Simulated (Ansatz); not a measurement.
# C₁₀H₁₁FHfO: basis-set convergence

The task here is to estimate one member of a computed series from the others.

The runs use Ansatz 0.2.0, Gaussian basis; one geometry, several basis sets.

The runs, in order: PBE0-D4/def2-SVP; ωB97M-V/def2-SVP; PBE0-D4/def2-QZVPP; ωB97M-V/def2-QZVPP; the functionals' def2-TZVPP values are taken from earlier runs.

## The relaxed structure

All runs share one geometry, relaxed beforehand with PBE0-D4 in a triple-zeta def2 set. Hf takes the def2 core potential; no spin-orbit term is included.

24 atoms, charge 0, spin multiplicity 1.

Atoms are counted from 1 here; the program's logs count them from 0.

Bond lengths: O1–Hf2 1.980 Å, O1–H14 0.956 Å, Hf2–F3 1.947 Å, Hf2–C4 2.531 Å, Hf2–C5 2.531 Å, Hf2–C6 2.545 Å, Hf2–C7 2.547 Å, Hf2–C8 2.554 Å, Hf2–C9 2.547 Å, Hf2–C10 2.535 Å, Hf2–C11 2.534 Å, Hf2–C12 2.538 Å, Hf2–C13 2.535 Å, C4–C5 1.418 Å, C4–C8 1.408 Å, C4–H15 1.080 Å, C5–C6 1.405 Å, C5–H16 1.080 Å and more. Angles: Hf2–O1–H14 125.2°, O1–Hf2–F3 101.3°, O1–Hf2–C4 103.3°, O1–Hf2–C5 133.6°, O1–Hf2–C6 125.1°, O1–Hf2–C7 92.9°, O1–Hf2–C8 80.9°, O1–Hf2–C9 109.6°, O1–Hf2–C10 80.3°, O1–Hf2–C11 81.5°, O1–Hf2–C12 111.8°, O1–Hf2–C13 132.2°, F3–Hf2–C4 132.1°, F3–Hf2–C5 105.6°, F3–Hf2–C6 78.8°, F3–Hf2–C7 85.1°, F3–Hf2–C8 116.5°, F3–Hf2–C9 78.1° and more.

The first run:

in.yaml

```yaml
crystal:
  periodic: [false, false, false]
  atoms:
    - {symbol: O, position_ang: [0.655218, -2.060686, -0.996314]}
    - {symbol: Hf, position_ang: [0.236220, -0.539322, 0.199940]}
    - {symbol: F, position_ang: [0.690963, -1.284186, 1.940423]}
    - {symbol: C, position_ang: [-1.930512, 0.364996, -0.745104]}
    - {symbol: C, position_ang: [-1.837798, 0.861296, 0.580058]}
    - {symbol: C, position_ang: [-1.952451, -0.228462, 1.460055]}
    - {symbol: C, position_ang: [-2.110292, -1.400788, 0.689237]}
    - {symbol: C, position_ang: [-2.114609, -1.028502, -0.670293]}
    - {symbol: C, position_ang: [2.379072, 0.716510, 0.766089]}
    - {symbol: C, position_ang: [2.602462, 0.078515, -0.467214]}
    - {symbol: C, position_ang: [1.752659, 0.673014, -1.428109]}
    - {symbol: C, position_ang: [1.000218, 1.672233, -0.783164]}
    - {symbol: C, position_ang: [1.377921, 1.691819, 0.581401]}
    - {symbol: H, position_ang: [0.097579, -2.825213, -1.131623]}
    - {symbol: H, position_ang: [-1.892748, 0.951411, -1.650827]}
    - {symbol: H, position_ang: [-1.706938, 1.895346, 0.861845]}
    - {symbol: H, position_ang: [-1.875532, -0.188461, 2.536066]}
    - {symbol: H, position_ang: [-2.194758, -2.404707, 1.078458]}
    - {symbol: H, position_ang: [-2.209949, -1.694405, -1.514834]}
    - {symbol: H, position_ang: [2.840514, 0.455772, 1.706295]}
    - {symbol: H, position_ang: [3.268920, -0.751833, -0.643936]}
    - {symbol: H, position_ang: [1.674097, 0.382758, -2.465085]}
    - {symbol: H, position_ang: [0.268813, 2.316585, -1.247100]}
    - {symbol: H, position_ang: [0.980903, 2.346298, 1.343715]}
basis:
  gaussian: {orbitals: def2-SVP}
hamiltonian: {xc: pbe0, dispersion: d4}
output: {orbitals: {seedname: orbitals}}
```

Started as:

```
ansatz run in.yaml --threads 11 --pin off --events-out ev --progress --plain --max-ram 110592MiB --backend cpu
```

Steps of the session up to this table: PBE0-D4 in def2-SVP; ωB97M-V in def2-SVP; PBE0-D4 in def2-QZVPP; ωB97M-V in def2-QZVPP.

One of the session's tables, all rows but one given; the rest of the session is left out.

It belongs to the step «Density functionals: the series». 

```
functional       basis  HOMO (eV)  LUMO (eV)
   PBE0-D4    def2-SVP      -6.84      -0.34
   PBE0-D4  def2-TZVPP      -6.76      -0.32
   PBE0-D4  def2-QZVPP          ?          ?
   ωB97M-V    def2-SVP      -8.88       1.71
   ωB97M-V  def2-TZVPP      -8.80       1.40
   ωB97M-V  def2-QZVPP      -8.81       0.99
```

Estimate the missing values for PBE0-D4, def2-QZVPP.

As computed: HOMO (eV): -6.78; LUMO (eV): -0.35. In the column «HOMO (eV)» it lies between PBE0-D4, def2-SVP (-6.84) and PBE0-D4, def2-TZVPP (-6.76).
